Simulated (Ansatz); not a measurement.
Born–Oppenheimer molecular dynamics of a periodic cell of 20 atoms, NaLaMgTeO₆ (host NaLaMgTeO6, host structure Cm). It goes on from the last frame of an earlier run, with new velocities.

All numbers below come from DFT PBEsol, scalar-relativistic, plane waves, PAW (Ansatz 0.2.0). Settings: cutoff 420 eV, k mesh 2x2x1, fermi-dirac smearing 0.05 eV, no spin polarisation.

```yaml
ensemble: NVE (velocity Verlet)
time_step: 1 fs
steps_asked: 310
starting_velocities_drawn_for: 650 K
seed: 551363
```

Frames 10 fs apart, positions in Å, forces in eV/Å.

Velocities at 160.0 fs (Å/ps):

```
Na -0.07 0.22 0.27
La -1.22 -0.33 -0.31
Mg 1.39 3.56 2.64
Te -2.48 -2.49 0.96
O 1.13 0.38 -9.48
O 3.59 -4.89 -3.96
O -2.90 1.32 -0.04
O 7.91 -5.50 4.20
O 4.92 3.42 1.10
O 1.46 0.29 -5.51
Na -0.76 0.11 -0.02
La 0.30 -0.61 -0.57
Mg 1.06 -5.11 -0.64
Te -0.04 2.34 1.98
O -2.28 5.30 5.79
O 1.96 -0.73 -2.09
O -7.93 11.63 -0.24
O 3.60 -4.46 -1.02
O 9.36 3.82 -6.60
O 4.75 0.64 -1.27
```

```xyz
20
Lattice="1.6263 2.8539 4.6750 1.6263 -2.8539 4.6750 9.8839 0.0000 0.0000" Properties=species:S:1:pos:R:3:forces:R:3 time_fs=160.0 energy_less_start_eV=0.693 T=368
Na 9.660 -0.260 3.731 0.60 0.28 -0.75
La 6.431 -0.188 1.135 0.86 1.14 0.10
Mg 9.959 0.035 0.022 -0.20 -0.05 -0.19
Te 3.299 0.089 2.272 0.21 1.01 1.69
O 5.948 -1.469 5.930 -0.25 -0.08 0.24
O 2.091 1.448 3.079 1.07 0.08 -0.23
O 2.339 -1.229 3.313 -0.15 -0.92 -0.09
O 6.025 1.608 5.927 -0.03 -0.49 0.27
O 1.984 -0.225 0.890 -0.21 0.18 -0.56
O 4.693 0.199 3.668 -0.91 -0.33 -0.13
Na 7.014 -0.121 8.371 -0.95 -0.15 0.03
La 3.213 0.290 5.991 0.11 -1.12 -0.27
Mg 6.723 -0.081 4.701 -1.24 0.28 -0.20
Te 9.839 -0.107 6.991 2.69 -0.17 1.64
O 10.937 1.440 6.249 -0.36 -0.91 0.20
O 7.322 -1.708 3.682 0.60 -0.79 -1.34
O 7.115 1.284 3.072 0.62 0.44 -0.37
O 10.909 -1.393 5.971 -0.76 1.13 -0.36
O 8.585 0.272 5.620 -1.07 -0.23 -0.15
O 11.214 -0.348 8.376 -0.63 0.70 0.48
20
Lattice="1.6263 2.8539 4.6750 1.6263 -2.8539 4.6750 9.8839 0.0000 0.0000" Properties=species:S:1:pos:R:3:forces:R:3 time_fs=170.0 energy_less_start_eV=0.725 T=355
Na 9.672 -0.253 3.718 0.65 0.21 -0.75
La 6.422 -0.188 1.132 0.98 1.03 0.06
Mg 9.968 0.068 0.044 -0.37 -0.22 -0.25
Te 3.278 0.068 2.287 1.82 0.90 0.28
O 5.946 -1.479 5.851 -0.69 -0.95 0.89
O 2.153 1.410 3.038 0.27 0.93 0.42
O 2.306 -1.246 3.311 -0.10 -0.94 -0.13
O 6.095 1.541 5.978 -0.84 -0.15 0.32
O 2.021 -0.192 0.879 -0.62 -0.37 -0.88
O 4.681 0.192 3.613 -0.57 -0.25 0.41
Na 6.987 -0.122 8.371 -0.89 0.02 0.02
La 3.216 0.280 5.985 -0.12 -1.07 -0.10
Mg 6.712 -0.123 4.690 -0.73 0.67 -0.24
Te 9.849 -0.084 7.016 2.44 -0.25 0.11
O 10.910 1.465 6.309 0.31 -0.75 -0.26
O 7.356 -1.732 3.625 0.04 0.21 -0.59
O 7.056 1.405 3.060 0.65 -0.64 -0.17
O 10.920 -1.397 5.956 -0.71 1.51 0.10
O 8.645 0.302 5.554 -1.03 -0.35 0.37
O 11.243 -0.322 8.376 -0.49 0.47 0.40
20
Lattice="1.6263 2.8539 4.6750 1.6263 -2.8539 4.6750 9.8839 0.0000 0.0000" Properties=species:S:1:pos:R:3:forces:R:3 time_fs=180.0 energy_less_start_eV=0.582 T=413
Na 9.711 -0.236 3.674 0.49 0.20 -0.43
La 6.420 -0.180 1.130 0.88 0.56 0.01
Mg 9.962 0.093 0.057 -0.50 -0.23 -0.12
Te 3.269 0.054 2.303 1.30 -0.37 -1.34
O 5.906 -1.540 5.821 -0.26 -0.70 0.53
O 2.231 1.425 3.022 -0.54 1.10 0.77
O 2.267 -1.315 3.300 0.11 -0.08 -0.46
O 6.117 1.466 6.047 -1.11 0.18 0.18
O 2.025 -0.179 0.820 -0.41 -0.54 0.00
O 4.638 0.171 3.585 0.30 -0.14 1.27
Na 6.923 -0.123 8.372 -0.68 0.12 -0.11
La 3.219 0.263 5.978 -0.14 -0.85 -0.04
Mg 6.671 -0.141 4.671 -0.28 0.59 -0.04
Te 9.877 -0.064 7.041 1.28 -0.38 -1.67
O 10.901 1.448 6.352 0.91 0.01 -0.85
O 7.390 -1.741 3.537 -1.08 1.71 0.93
O 7.035 1.487 3.038 0.36 -1.57 0.16
O 10.892 -1.316 5.944 0.07 0.60 -0.13
O 8.643 0.311 5.508 -0.64 -0.29 0.79
O 11.243 -0.269 8.401 -0.06 0.09 0.57
20
Lattice="1.6263 2.8539 4.6750 1.6263 -2.8539 4.6750 9.8839 0.0000 0.0000" Properties=species:S:1:pos:R:3:forces:R:3 time_fs=190.0 energy_less_start_eV=0.226 T=558
Na 9.770 -0.210 3.612 0.22 0.23 -0.01
La 6.423 -0.169 1.128 0.47 0.06 0.18
Mg 9.937 0.108 0.064 -0.30 -0.34 -0.10
Te 3.269 0.037 2.311 -0.08 -0.90 -1.12
O 5.853 -1.639 5.821 0.69 0.26 -0.23
O 2.282 1.498 3.047 -0.36 -0.17 0.28
O 2.235 -1.389 3.262 0.20 0.82 -0.37
O 6.075 1.400 6.127 -0.80 0.43 -0.03
O 2.004 -0.196 0.762 -0.17 -0.31 1.01
O 4.609 0.141 3.629 0.34 -0.07 1.23
Na 6.830 -0.119 8.368 -0.39 0.12 -0.29
La 3.220 0.240 5.970 0.17 -0.56 -0.27
Mg 6.619 -0.135 4.650 -0.16 0.44 0.24
Te 9.913 -0.045 7.055 -1.13 0.66 -1.10
O 10.944 1.431 6.348 0.76 0.47 -0.84
O 7.367 -1.660 3.494 -0.68 0.87 0.53
O 7.038 1.483 3.025 0.56 -1.02 0.27
O 10.869 -1.202 5.922 0.95 -0.79 -0.62
O 8.604 0.304 5.508 -0.12 -0.07 0.84
O 11.237 -0.209 8.459 -0.17 -0.12 0.41
20
Lattice="1.6263 2.8539 4.6750 1.6263 -2.8539 4.6750 9.8839 0.0000 0.0000" Properties=species:S:1:pos:R:3:forces:R:3 time_fs=200.0 energy_less_start_eV=0.088 T=614
Na 9.839 -0.176 3.550 0.04 0.22 0.24
La 6.430 -0.156 1.127 0.06 -0.15 0.56
Mg 9.902 0.110 0.067 0.21 -0.42 -0.18
Te 3.269 0.013 2.310 -0.70 -0.86 0.22
O 5.840 -1.725 5.809 1.25 0.84 -0.46
O 2.312 1.563 3.089 -0.01 -1.20 -0.26
O 2.213 -1.417 3.206 0.06 1.06 0.32
O 5.987 1.360 6.205 -0.09 0.39 -0.30
O 1.972 -0.231 0.761 0.02 0.17 1.27
O 4.596 0.107 3.740 -0.40 0.00 0.07
Na 6.721 -0.110 8.353 -0.19 0.12 -0.36
La 3.223 0.212 5.960 0.60 -0.42 -0.67
Mg 6.560 -0.111 4.638 -0.20 0.45 0.43
Te 9.942 -0.022 7.060 -2.48 1.44 -0.67
O 11.027 1.437 6.297 -0.24 0.14 -0.11
O 7.307 -1.531 3.479 0.54 -0.93 -0.68
O 7.076 1.419 3.027 0.90 0.12 0.21
O 10.897 -1.129 5.869 0.74 -0.92 -0.11
O 8.559 0.293 5.558 0.41 0.09 0.72
O 11.219 -0.155 8.539 -0.53 -0.14 -0.25
20
Lattice="1.6263 2.8539 4.6750 1.6263 -2.8539 4.6750 9.8839 0.0000 0.0000" Properties=species:S:1:pos:R:3:forces:R:3 time_fs=210.0 energy_less_start_eV=0.100 T=610
Na 9.909 -0.132 3.497 -0.05 0.18 0.29
La 6.438 -0.145 1.130 0.00 -0.11 0.88
Mg 9.874 0.096 0.063 0.51 -0.34 -0.19
Te 3.264 -0.016 2.311 -0.64 0.21 0.55
O 5.895 -1.766 5.775 0.71 0.34 0.30
O 2.340 1.562 3.117 0.05 -1.13 -0.44
O 2.194 -1.386 3.170 -0.24 0.44 1.14
O 5.894 1.340 6.263 0.77 -0.13 -0.65
O 1.942 -0.256 0.832 0.22 0.67 0.58
O 4.562 0.074 3.858 -0.54 0.07 -0.89
Na 6.603 -0.095 8.322 -0.09 0.14 -0.29
La 3.230 0.182 5.946 0.67 -0.37 -0.68
Mg 6.494 -0.071 4.642 0.08 0.13 0.33
Te 9.953 0.012 7.060 -2.22 0.94 -1.17
O 11.098 1.452 6.238 -1.00 -0.25 0.51
O 7.275 -1.451 3.429 0.89 -1.28 -0.79
O 7.166 1.360 3.042 0.76 0.68 0.16
O 10.966 -1.106 5.812 -0.14 -0.17 0.93
O 8.535 0.286 5.650 0.54 0.08 0.20
O 11.172 -0.111 8.605 -0.27 -0.13 -0.75
20
Lattice="1.6263 2.8539 4.6750 1.6263 -2.8539 4.6750 9.8839 0.0000 0.0000" Properties=species:S:1:pos:R:3:forces:R:3 time_fs=220.0 energy_less_start_eV=0.119 T=602
Na 9.978 -0.080 3.456 -0.20 0.14 0.25
La 6.445 -0.135 1.139 0.44 -0.09 0.89
Mg 9.865 0.069 0.052 0.30 -0.03 -0.01
Te 3.255 -0.044 2.315 -0.10 0.84 0.53
O 5.992 -1.786 5.758 -0.24 -0.11 0.92
O 2.370 1.497 3.120 -0.14 -0.11 -0.22
O 2.162 -1.329 3.200 -0.23 -0.50 1.27
O 5.845 1.313 6.284 1.01 -0.47 -0.73
O 1.923 -0.242 0.935 0.07 0.77 -0.70
O 4.499 0.044 3.924 0.12 0.05 -1.27
Na 6.481 -0.075 8.280 0.04 0.14 -0.18
La 3.241 0.149 5.928 0.06 -0.21 -0.13
Mg 6.432 -0.026 4.659 0.64 -0.34 -0.06
Te 9.948 0.052 7.052 -1.20 -0.04 -1.05
O 11.113 1.454 6.207 -0.88 -0.24 0.49
O 7.292 -1.440 3.338 0.25 -0.22 0.25
O 7.299 1.338 3.067 0.10 0.47 0.21
O 11.030 -1.096 5.806 -0.49 0.07 1.18
O 8.541 0.283 5.750 -0.10 -0.06 -0.97
O 11.113 -0.073 8.628 0.54 -0.07 -0.67
20
Lattice="1.6263 2.8539 4.6750 1.6263 -2.8539 4.6750 9.8839 0.0000 0.0000" Properties=species:S:1:pos:R:3:forces:R:3 time_fs=230.0 energy_less_start_eV=0.361 T=503
Na 10.037 -0.023 3.425 -0.47 0.13 0.20
La 6.456 -0.125 1.154 1.16 -0.22 0.54
Mg 9.867 0.042 0.041 -0.21 0.31 0.26
Te 3.245 -0.066 2.324 0.55 -0.13 0.41
O 6.075 -1.810 5.793 -1.05 -0.02 0.94
O 2.390 1.428 3.112 -0.47 1.18 0.22
O 2.120 -1.298 3.299 0.50 -0.63 0.21
O 5.851 1.264 6.263 0.19 0.07 -0.27
O 1.907 -0.185 0.998 -0.15 0.30 -1.40
O 4.444 0.017 3.918 0.98 -0.05 -0.96
Na 6.361 -0.049 8.230 0.19 0.08 -0.09
La 3.253 0.115 5.909 -0.84 -0.10 0.44
Mg 6.394 0.007 4.673 1.12 -0.58 -0.33
Te 9.934 0.091 7.035 0.15 -1.48 -0.41
O 11.078 1.444 6.203 -0.06 0.30 -0.08
O 7.321 -1.440 3.262 -0.80 1.14 1.41
O 7.436 1.343 3.104 -0.79 0.02 0.19
O 11.067 -1.085 5.869 -0.28 -0.15 0.77
O 8.539 0.276 5.792 -0.81 -0.24 -1.89
O 11.084 -0.040 8.613 1.09 0.07 -0.16
20
Lattice="1.6263 2.8539 4.6750 1.6263 -2.8539 4.6750 9.8839 0.0000 0.0000" Properties=species:S:1:pos:R:3:forces:R:3 time_fs=240.0 energy_less_start_eV=0.276 T=538
Na 10.077 0.040 3.403 -0.67 0.12 0.15
La 6.475 -0.117 1.173 1.32 -0.28 0.14
Mg 9.861 0.025 0.040 -0.49 0.35 0.31
Te 3.239 -0.089 2.335 0.23 -0.34 -0.05
O 6.098 -1.835 5.883 -1.15 0.23 0.54
O 2.385 1.422 3.115 -0.37 1.09 0.24
O 2.107 -1.302 3.411 0.99 -0.04 -0.95
O 5.869 1.218 6.226 -0.67 0.65 0.16
O 1.886 -0.110 0.984 0.26 -0.21 -0.73
O 4.446 -0.013 3.857 1.23 -0.08 -0.04
Na 6.250 -0.020 8.177 0.30 -0.04 0.00
La 3.258 0.080 5.892 -1.13 -0.13 0.49
Mg 6.401 0.017 4.675 1.32 -0.66 -0.47
Te 9.920 0.121 7.016 -0.28 -1.69 0.56
O 11.038 1.450 6.194 0.38 0.63 -0.49
O 7.309 -1.383 3.261 -0.73 0.52 0.78
O 7.529 1.353 3.152 -1.27 0.19 -0.08
O 11.088 -1.082 5.976 -0.02 -0.36 0.10
O 8.498 0.256 5.732 0.03 -0.22 -0.77
O 11.116 -0.002 8.587 0.71 0.29 0.10
20
Lattice="1.6263 2.8539 4.6750 1.6263 -2.8539 4.6750 9.8839 0.0000 0.0000" Properties=species:S:1:pos:R:3:forces:R:3 time_fs=250.0 energy_less_start_eV=0.183 T=576
Na 10.090 0.108 3.387 -0.64 0.07 0.10
La 6.502 -0.110 1.192 0.61 -0.08 -0.01
Mg 9.838 0.022 0.050 -0.21 0.33 0.07
Te 3.234 -0.114 2.346 -0.22 0.60 -0.13
O 6.058 -1.844 6.003 -0.10 0.65 -0.37
O 2.359 1.476 3.130 0.05 -0.08 -0.07
O 2.150 -1.308 3.471 0.65 0.38 -1.14
O 5.850 1.208 6.196 -0.79 0.58 0.10
O 1.881 -0.046 0.928 0.62 -0.46 0.32
O 4.516 -0.048 3.792 0.57 -0.07 0.62
Na 6.150 0.007 8.123 0.34 -0.20 0.14
La 3.257 0.044 5.878 -0.60 -0.16 0.20
Mg 6.457 0.002 4.660 0.80 -0.32 -0.17
Te 9.904 0.138 7.002 -0.46 -0.99 1.34
O 11.016 1.490 6.161 -0.12 0.01 -0.14
O 7.256 -1.299 3.304 0.12 -1.01 -0.68
O 7.547 1.375 3.194 -1.18 0.69 -0.38
O 11.105 -1.099 6.090 -0.12 -0.32 -0.46
O 8.459 0.224 5.627 1.08 0.00 0.67
O 11.188 0.053 8.565 -0.39 0.38 0.00
20
Lattice="1.6263 2.8539 4.6750 1.6263 -2.8539 4.6750 9.8839 0.0000 0.0000" Properties=species:S:1:pos:R:3:forces:R:3 time_fs=260.0 energy_less_start_eV=0.387 T=493
Na 10.077 0.179 3.375 -0.49 -0.02 0.09
La 6.533 -0.104 1.212 -0.22 0.20 0.04
Mg 9.807 0.033 0.062 0.36 0.40 -0.23
Te 3.228 -0.134 2.356 0.57 1.88 -0.31
O 6.012 -1.815 6.101 1.01 0.98 -1.12
O 2.334 1.528 3.142 0.14 -0.75 -0.11
O 2.228 -1.297 3.468 -0.40 -0.10 -0.24
O 5.787 1.231 6.170 -0.24 0.03 -0.23
O 1.909 -0.010 0.888 0.27 -0.47 0.81
O 4.619 -0.086 3.760 -0.51 -0.07 0.56
Na 6.064 0.025 8.076 0.42 -0.33 0.25
La 3.251 0.007 5.866 0.19 -0.13 -0.10
Mg 6.544 -0.025 4.639 -0.18 0.29 0.42
Te 9.885 0.147 6.996 0.24 -0.56 1.39
O 10.987 1.529 6.120 -0.58 -0.71 0.33
O 7.210 -1.272 3.308 0.69 -1.66 -1.46
O 7.496 1.437 3.215 -0.87 0.68 -0.35
O 11.114 -1.135 6.178 -0.39 -0.11 -0.74
O 8.480 0.191 5.556 1.18 0.17 1.07
O 11.237 0.130 8.543 -1.21 0.27 -0.08
```

Of the whole run (310 fs, mean temperature of the second half 493 K): The conserved energy stayed within 0.05 meV per atom of its start (net change 0.045 meV per atom), so the integration is sound. A run of 0.31 ps of so small a system gives no equilibrium averages. Limits of this set-up: coarse k mesh.

The run took 17 min on 1 thread of Arm Neoverse V2 (shared host), peak memory 0.69 GiB.
